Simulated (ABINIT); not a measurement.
# CoO (Fm-3m) in ABINIT: reference runs, part 3 of 3

ABINIT 10.8.3 (patched build). Earlier steps stand in the parts before.

### 4 Equation of state, PBE, collinear spin, ferromagnetic start

Input file run.abi:

```
ndtset 7
getwfk -1
scalecart1 3*0.9795861087
scalecart2 3*0.9864848297
scalecart3 3*0.9932883884
scalecart4 3*1.0000000000
scalecart5 3*1.0066227096
scalecart6 3*1.0131594038
scalecart7 3*1.0196128224

pp_dirpath "./"
pseudos "Co.GGA_PBE-JTH.xml, O.GGA_PBE-JTH.xml"

acell 5.6963877009 5.6963877009 5.6963877009
rprim
     0.0000000000     0.7071067812     0.7071067812
     0.7071067812     0.0000000000     0.7071067812
     0.7071067812     0.7071067812     0.0000000000
ntypat 2
znucl 27 8
natom 2
typat 1 2
xred
     0.0000000000     0.0000000000     0.0000000000
     0.5000000000     0.5000000000     0.5000000000

ecut 26.0
pawecutdg 48.0
pawxcdev 0

kptopt 1
ngkpt 11 11 11
nshiftk 1
shiftk 0.0 0.0 0.0

ixc 11

nband 16
occopt 3
tsmear 0.05 eV

nsppol 2
spinat
     0.0000000000     0.0000000000     3.0000000000
     0.0000000000     0.0000000000     0.0000000000

nstep 100
tolvrs 1.0e-9

iomode 3
prtwf 1
prtden 0
prteig 0
prtebands 0
enunit 1
```

Potentials or basis: JTH PAW PBE v2.0.

On the command line:

```bash
$ abinit run.abi > log 2>&1
```

run.abo:

```text
.Version 10.8.3 of ABINIT
 DATASET    1 : space group Fm -3 m (#225); Bravais cF (face-center cubic)
================================================================================
 Values of the parameters that define the memory need for DATASET  1.
     intxc =       0    ionmov =       0      iscf =      17    lmnmax =      18
     lnmax =       6     mgfft =      27  mpssoang =       3    mqgrid =    3001
     natom =       2  nloc_mem =       2    nspden =       2   nspinor =       1
    nsppol =       2      nsym =      48    n1xccc =       1    ntypat =       2
    occopt =       3   xclevel =       2
       mpw =         791          nfft =       19683          nkpt =          56
 PAW method is used; the additional fine FFT grid is defined by:
   mgfftf=        36    nfftf =     46656
================================================================================
================================================================================
[... 71 lines left out ...]
 DATASET    7 : space group Fm -3 m (#225); Bravais cF (face-center cubic)
================================================================================
 Values of the parameters that define the memory need for DATASET  7.
     intxc =       0    ionmov =       0      iscf =      17    lmnmax =      18
     lnmax =       6     mgfft =      30  mpssoang =       3    mqgrid =    3001
     natom =       2  nloc_mem =       2    nspden =       2   nspinor =       1
    nsppol =       2      nsym =      48    n1xccc =       1    ntypat =       2
    occopt =       3   xclevel =       2
       mpw =         899          nfft =       27000          nkpt =          56
 PAW method is used; the additional fine FFT grid is defined by:
   mgfftf=        40    nfftf =     64000
================================================================================
================================================================================

--------------------------------------------------------------------------------
------------- Echo of variables that govern the present computation ------------
--------------------------------------------------------------------------------
 -outvars: echo values of preprocessed input variables --------
            acell      5.6963877009E+00  5.6963877009E+00  5.6963877009E+00 Bohr
              amu      5.89332000E+01  1.59994000E+01
             ecut      2.60000000E+01 Hartree
           enunit           1
           getwfk          -1
                       outvar_i_n : Printing only first  50 k-points.
              ixc          11
           jdtset        1    2    3    4    5    6    7
                       outvar_i_n : Printing only first  50 k-points.
         kptrlatt       11    0    0      0   11    0      0    0   11
          kptrlen1     6.13811249E+01
          kptrlen2     6.18134006E+01
          kptrlen3     6.22397134E+01
          kptrlen4     6.26602647E+01
          kptrlen5     6.30752454E+01
          kptrlen6     6.34848364E+01
          kptrlen7     6.38892094E+01
            natom           2
            nband          16
           ndtset           7
            ngfft1         27      27      27
            ngfft2         27      27      27
            ngfft3         27      27      27
            ngfft4         30      30      30
            ngfft5         30      30      30
            ngfft6         30      30      30
            ngfft7         30      30      30
          ngfftdg1         36      36      36
          ngfftdg2         36      36      36
          ngfftdg3         36      36      36
          ngfftdg4         36      36      36
          ngfftdg5         36      36      36
[... 208 lines left out ...]
                       2.1733064221E+00  2.1733064221E+00  2.1733064221E+00
            xcart1     0.0000000000E+00  0.0000000000E+00  0.0000000000E+00
                       3.9457281489E+00  3.9457281489E+00  3.9457281489E+00
            xcart2     0.0000000000E+00  0.0000000000E+00  0.0000000000E+00
                       3.9735158824E+00  3.9735158824E+00  3.9735158824E+00
            xcart3     0.0000000000E+00  0.0000000000E+00  0.0000000000E+00
                       4.0009203064E+00  4.0009203064E+00  4.0009203064E+00
            xcart4     0.0000000000E+00  0.0000000000E+00  0.0000000000E+00
                       4.0279543717E+00  4.0279543717E+00  4.0279543717E+00
            xcart5     0.0000000000E+00  0.0000000000E+00  0.0000000000E+00
                       4.0546303437E+00  4.0546303437E+00  4.0546303437E+00
            xcart6     0.0000000000E+00  0.0000000000E+00  0.0000000000E+00
                       4.0809598497E+00  4.0809598497E+00  4.0809598497E+00
            xcart7     0.0000000000E+00  0.0000000000E+00  0.0000000000E+00
                       4.1069539254E+00  4.1069539254E+00  4.1069539254E+00
             xred      0.0000000000E+00  0.0000000000E+00  0.0000000000E+00
                       5.0000000000E-01  5.0000000000E-01  5.0000000000E-01
            znucl       27.00000    8.00000

================================================================================

 chkinp: Checking input parameters for consistency, jdtset=   1.

 chkinp: Checking input parameters for consistency, jdtset=   2.
[... 40 lines left out ...]
 getcut: wavevector=  0.0000  0.0000  0.0000  ngfft=  36  36  36
         ecut(hartree)=     48.000   => boxcut(ratio)=   2.06859

--- Pseudopotential description ------------------------------------------------
- pspini: atom type   1  psp file is ./Co.GGA_PBE-JTH.xml
 Pseudopotential format is: paw10
 basis_size (lnmax)=  6 (lmn_size= 18), orbitals=   0   0   1   1   2   2
 Spheres core radius: rc_sph= 2.10903434
 Shapefunction is SIN type: shapef(r)=[sin(pi*r/rshp)/(pi*r/rshp)]**2
 Radius for shape functions =  1.60384542
 Compensation charge density is not taken into account in XC energy/potential

- pspini: atom type   2  psp file is ./O.GGA_PBE-JTH.xml
 Pseudopotential format is: paw10
 basis_size (lnmax)=  4 (lmn_size=  8), orbitals=   0   0   1   1
 Spheres core radius: rc_sph= 1.41465230
 Shapefunction is SIN type: shapef(r)=[sin(pi*r/rshp)/(pi*r/rshp)]**2
 Radius for shape functions =  1.20231231
 Compensation charge density is not taken into account in XC energy/potential

   4.53385745E+02                                ecore*ucvol(ha*bohr**3)
--------------------------------------------------------------------------------

================================================================================

--- !BeginCycle
iteration_state: {dtset: 1, }
solver: {iscf: 17, nstep: 100, nline: 4, wfoptalg: 10, }
tolerances: {tolvrs: 1.00E-09, }
...
[... 1364 lines left out ...]
-Cartesian components of stress tensor (GPa)         [Pressure= -1.1059E+01 GPa]
- sigma(1 1)=  1.10590537E+01  sigma(3 2)=  0.00000000E+00
- sigma(2 2)=  1.10590537E+01  sigma(3 1)=  0.00000000E+00
- sigma(3 3)=  1.10590537E+01  sigma(2 1)=  0.00000000E+00

== END DATASET(S) ==============================================================
================================================================================

 -outvars: echo values of variables after computation  --------
            acell      5.6963877009E+00  5.6963877009E+00  5.6963877009E+00 Bohr
           etotal1    -1.6251704493E+02
           etotal2    -1.6251769998E+02
           etotal3    -1.6251800772E+02
           etotal4    -1.6251800028E+02
           etotal5    -1.6251770066E+02
           etotal6    -1.6251712990E+02
           etotal7    -1.6251628784E+02
            fcart1    -0.0000000000E+00 -0.0000000000E+00 -0.0000000000E+00
                      -0.0000000000E+00 -0.0000000000E+00 -0.0000000000E+00
            fcart2    -0.0000000000E+00 -0.0000000000E+00 -0.0000000000E+00
                      -0.0000000000E+00 -0.0000000000E+00 -0.0000000000E+00
            fcart3    -0.0000000000E+00 -0.0000000000E+00 -0.0000000000E+00
                      -0.0000000000E+00 -0.0000000000E+00 -0.0000000000E+00
            fcart4    -0.0000000000E+00 -0.0000000000E+00 -0.0000000000E+00
                      -0.0000000000E+00 -0.0000000000E+00 -0.0000000000E+00
            fcart5    -0.0000000000E+00 -0.0000000000E+00 -0.0000000000E+00
                      -0.0000000000E+00 -0.0000000000E+00 -0.0000000000E+00
[... 38 lines left out ...]
                       0.0000000000E+00  0.0000000000E+00  0.0000000000E+00
           xangst1     0.0000000000E+00  0.0000000000E+00  0.0000000000E+00
                       2.0879894154E+00  2.0879894154E+00  2.0879894154E+00
           xangst2     0.0000000000E+00  0.0000000000E+00  0.0000000000E+00
                       2.1026940507E+00  2.1026940507E+00  2.1026940507E+00
           xangst3     0.0000000000E+00  0.0000000000E+00  0.0000000000E+00
                       2.1171958473E+00  2.1171958473E+00  2.1171958473E+00
           xangst4     0.0000000000E+00  0.0000000000E+00  0.0000000000E+00
                       2.1315016586E+00  2.1315016586E+00  2.1315016586E+00
           xangst5     0.0000000000E+00  0.0000000000E+00  0.0000000000E+00
                       2.1456179751E+00  2.1456179751E+00  2.1456179751E+00
           xangst6     0.0000000000E+00  0.0000000000E+00  0.0000000000E+00
                       2.1595509496E+00  2.1595509496E+00  2.1595509496E+00
           xangst7     0.0000000000E+00  0.0000000000E+00  0.0000000000E+00
                       2.1733064221E+00  2.1733064221E+00  2.1733064221E+00
             xred      0.0000000000E+00  0.0000000000E+00  0.0000000000E+00
                       5.0000000000E-01  5.0000000000E-01  5.0000000000E-01
 Calculation completed.
```

Wall time 4.8 min (1 thread of Intel Xeon 6975P-C (Granite Rapids), shared host); peak memory 0.2 GiB.

What came out:

* Equilibrium volume: 9.58 Å³/atom (rough: see the caveat)
* Bulk modulus: 171 GPa (rough)

Energy against volume, from the lowest point:
```
volume (Å³/atom)  energy (meV/atom)
           9.103              13.10
           9.297               4.19
           9.490               0.00
           9.684               0.10
           9.878               4.18
          10.071              11.94
          10.265              23.40
```

Caveat: pressures at fixed basis lie under the slope of the energies; the fit is doubtful: noisy points or a state that changes with volume.
